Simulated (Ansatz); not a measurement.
**C₃H₁₀AlN: one species, many methods**

The task here is to estimate one member of a computed series from the others.

The runs use Ansatz 0.2.0, Gaussian basis; functionals in def2-TZVPP, the program's frozen cores in correlated methods.

Levels to be run: PBE-D4, r2SCAN-D4, PBE0-D4, B3LYP-D4, ωB97X-V, ωB97M-V, B2PLYP; CCSD(T)/def2-TZVPP; MP2/def2-QZVPP; extrapolation to the limit.

## The geometry

An earlier PBE0-D4 in a triple-zeta def2 set relaxation fixed the geometry.

SMILES `C[CH2][AlH][CH2]N`, 15 atoms, charge 0, spin multiplicity 1.

Atoms are counted from 1 here; the program's logs count them from 0.

Bond lengths: C1–C2 1.528 Å, C1–H6 1.093 Å, C1–H7 1.094 Å, C1–H8 1.095 Å, C2–Al3 1.962 Å, C2–H9 1.100 Å, C2–H10 1.099 Å, Al3–C4 1.969 Å, Al3–H11 1.596 Å, C4–N5 1.462 Å, C4–H12 1.106 Å, C4–H13 1.100 Å, N5–H14 1.013 Å, N5–H15 1.010 Å. Angles: C2–C1–H6 111.5°, C2–C1–H7 112.2°, C2–C1–H8 111.6°, H6–C1–H7 107.4°, H6–C1–H8 107.1°, H7–C1–H8 106.7°, C1–C2–Al3 118.6°, C1–C2–H9 109.9°, C1–C2–H10 110.4°, Al3–C2–H9 106.3°, Al3–C2–H10 106.9°, H9–C2–H10 103.8°, C2–Al3–C4 124.5°, C2–Al3–H11 118.5°, C4–Al3–H11 117.0°, Al3–C4–N5 114.8°, Al3–C4–H12 109.2°, Al3–C4–H13 104.4° and more.

Geometry (Å):

```tsv
atom	x (Å)	y (Å)	z (Å)
C1	-0.2585	1.4422	1.2740
C2	0.6805	0.2661	1.5381
Al3	0.7546	-1.1886	0.2237
C4	-0.1491	-1.1584	-1.5259
N5	-0.6102	0.1612	-1.9546
H6	-0.0168	1.9451	0.3347
H7	-0.2134	2.1941	2.0679
H8	-1.3021	1.1184	1.2066
H9	1.7119	0.6298	1.6540
H10	0.4539	-0.1938	2.5100
H11	1.5877	-2.5009	0.5858
H12	-0.9238	-1.9471	-1.5492
H13	0.6147	-1.5094	-2.2351
H14	-1.1221	0.1132	-2.8273
H15	-1.2292	0.5775	-1.2732
```

Set-up of the first run:

in.yaml

```yaml
crystal:
  periodic: [false, false, false]
  atoms:
    - {symbol: C, position_ang: [-0.258545, 1.442169, 1.274012]}
    - {symbol: C, position_ang: [0.680541, 0.266059, 1.538072]}
    - {symbol: Al, position_ang: [0.754573, -1.188575, 0.223697]}
    - {symbol: C, position_ang: [-0.149055, -1.158370, -1.525944]}
    - {symbol: N, position_ang: [-0.610154, 0.161172, -1.954632]}
    - {symbol: H, position_ang: [-0.016792, 1.945086, 0.334680]}
    - {symbol: H, position_ang: [-0.213408, 2.194132, 2.067913]}
    - {symbol: H, position_ang: [-1.302066, 1.118394, 1.206638]}
    - {symbol: H, position_ang: [1.711878, 0.629760, 1.654041]}
    - {symbol: H, position_ang: [0.453878, -0.193776, 2.509955]}
    - {symbol: H, position_ang: [1.587678, -2.500877, 0.585836]}
    - {symbol: H, position_ang: [-0.923817, -1.947143, -1.549204]}
    - {symbol: H, position_ang: [0.614669, -1.509409, -2.235134]}
    - {symbol: H, position_ang: [-1.122140, 0.113169, -2.827324]}
    - {symbol: H, position_ang: [-1.229241, 0.577508, -1.273205]}
basis:
  gaussian: {orbitals: def2-TZVPP}
hamiltonian: {xc: pbe, dispersion: d4}
output: {forces: true, orbitals: {seedname: orbitals}}
```

The run is started by

```console
> ansatz run in.yaml --threads 4 --pin off --events-out ev --progress --plain --max-ram 10444MiB
```

Among the steps run: PBE-D4 (GGA); r2SCAN-D4 (meta-GGA); PBE0-D4 (hybrid); B3LYP-D4 (hybrid); ωB97X-V (range-separated); ωB97M-V (range-separated); B2PLYP (double hybrid); CCSD(T) in def2-TZVPP; MP2 in def2-QZVPP.

One table of the session follows, with a row left open; its other results are not shown here.

| method | atomisation energy (kcal/mol) |
| --- | --- |
| PBE-D4 | 1291.7 |
| r2SCAN-D4 | 1273.2 |
| PBE0-D4 | 1276.0 |
| B3LYP-D4 | 1276.4 |
| ωB97X-V | ? |
| ωB97M-V | 1278.2 |
| B2PLYP | 1260.6 |
| HF/def2-TZVPP | 936.5 |
| MP2/def2-TZVPP | 1250.4 |
| CCSD/def2-TZVPP | 1227.4 |
| CCSD(T)/def2-TZVPP | 1242.5 |
| MP2/CBS | 1281.6 |
| CCSD(T)/CBS | 1273.7 |

Estimate the missing values for ωB97X-V.

As computed: atomisation energy (kcal/mol): 1277.5. In the column «atomisation energy (kcal/mol)» it lies between B3LYP-D4 (1276.4) and ωB97M-V (1278.2).
